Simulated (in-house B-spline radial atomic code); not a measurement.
# Tm⁵¹⁺: excited configurations

How much energy does it take to promote electrons of Tm⁵¹⁺ to other shells? Each configuration is solved by itself and compared with the reference.

The numbers are computed with in-house B-spline radial atomic code version 1 (Dirac-Hartree-Fock, average of configuration, Fermi nucleus, basis-set limit), except any that are marked as measured or tabulated.

## 1. What is computed

```
element       : thulium (Z = 69)
charge        : +51
electrons     : 18
configuration : [Ne] 3s2 3p6
Hamiltonian   : Dirac-Coulomb
nucleus       : Fermi, rms radius 5.226 fm
```

The outer shells:

[Ne] 3s2 3p6
```
[Ne] core
3s [↑↓]
3p [↑↓][↑↓][↑↓]
```

Settings of the run:

```ini
Z = 69
electrons = 18.0
configuration = [Ne] 3s2 3p6
hamiltonian = dirac
method = hf
spin_polarised = False
nucleus = fermi
rms_radius = 5.2256
mass_number = 169
atomic_mass = 168.934218956
speed_of_light = 137.035999084
```

From the earlier run of the reference: total energy -11070.954468 hartree. Levels, eight at most:

```csv
orbital,occupation,energy (eV),<r> (bohr)
1s1/2,2,-63256.5,0.02001
2s1/2,2,-13605.5,0.08337
2p1/2,2,-13132.9,0.06936
2p3/2,4,-12132.8,0.07645
3s1/2,2,-5264.27,0.2051
3p1/2,2,-5070.62,0.1939
3p3/2,4,-4818.00,0.2048
```

## 2. [Ne] 3s1 3p6 4d1

Settings of the run:

```ini
Z = 69
electrons = 18.0
configuration = [Ne] 3s1 3p6 4d1
hamiltonian = dirac
method = hf
spin_polarised = False
nucleus = fermi
rms_radius = 5.2256
mass_number = 169
atomic_mass = 168.934218956
speed_of_light = 137.035999084
```

## 3. Configuration [Ne] 3s2 3p5 4s1

The settings differ from step 2 so:

```diff
@@ -2,3 +2,3 @@
 electrons = 18.0
-configuration = [Ne] 3s1 3p6 4d1
+configuration = [Ne] 3s2 3p5 4s1
 hamiltonian = dirac
```

## 4. [He] 2s2 2p5 3s2 3p6 7d1

The settings differ from step 3 so:

```diff
@@ -2,3 +2,3 @@
 electrons = 18.0
-configuration = [Ne] 3s2 3p5 4s1
+configuration = [He] 2s2 2p5 3s2 3p6 7d1
 hamiltonian = dirac
```

## 5. [Ne] 3s2 3p5 3d1

The settings differ from step 4 so:

```diff
@@ -2,3 +2,3 @@
 electrons = 18.0
-configuration = [He] 2s2 2p5 3s2 3p6 7d1
+configuration = [Ne] 3s2 3p5 3d1
 hamiltonian = dirac
```

## 6. Configuration [Ne] 3s1 3p6 5d1

The settings differ from step 5 so:

```diff
@@ -2,3 +2,3 @@
 electrons = 18.0
-configuration = [Ne] 3s2 3p5 3d1
+configuration = [Ne] 3s1 3p6 5d1
 hamiltonian = dirac
```

Before running: How far above the reference does each configuration lie (order and size, in eV)?

As calculated:

| net move | configuration | energy above the reference (eV) | with Breit, QED, recoil (eV) | largest <r> (bohr) |
| --- | --- | --- | --- | --- |
| 3p → 3d | [Ne] 3s2 3p5 3d1 | 353.44 | 349.76 | 0.205 |
| 3p → 4s | [Ne] 3s2 3p5 4s1 | 2156.25 | 2153.46 | 0.388 |
| 3s → 4d | [Ne] 3s1 3p6 4d1 | 2803.08 | 2795.67 | 0.375 |
| 3s → 5d | [Ne] 3s1 3p6 5d1 | 3711.09 | 3703.21 | 0.628 |
| 2p → 7d | [He] 2s2 2p5 3s2 3p6 7d1 | 11674.8 | 11650.2 | 1.30 |

Quantum defects of the promoted electron, δ = n − ζ/√(−2ε) with ζ = 52 and ε its orbital energy in hartree:

| promotion | δ |
| --- | --- |
| 3p → 4s | 0.339 |
| 3s → 4d | 0.133 |
| 3s → 5d | 0.132 |
| 2p → 7d | 0.141 |

The lowest of them is 3p → 3d at 353.44 eV and the highest 2p → 7d at 11674.8 eV. 1 of them lies more than 2 % above the ionisation threshold that Koopmans' theorem gives (4818.00 eV), where such states can decay by emitting an electron. Of those tabulated, the defect is largest for 4s (0.34) and least for 5d (0.13); at this charge much of the defect is relativistic. These are averages over configurations, without correlation, not spectroscopic levels.
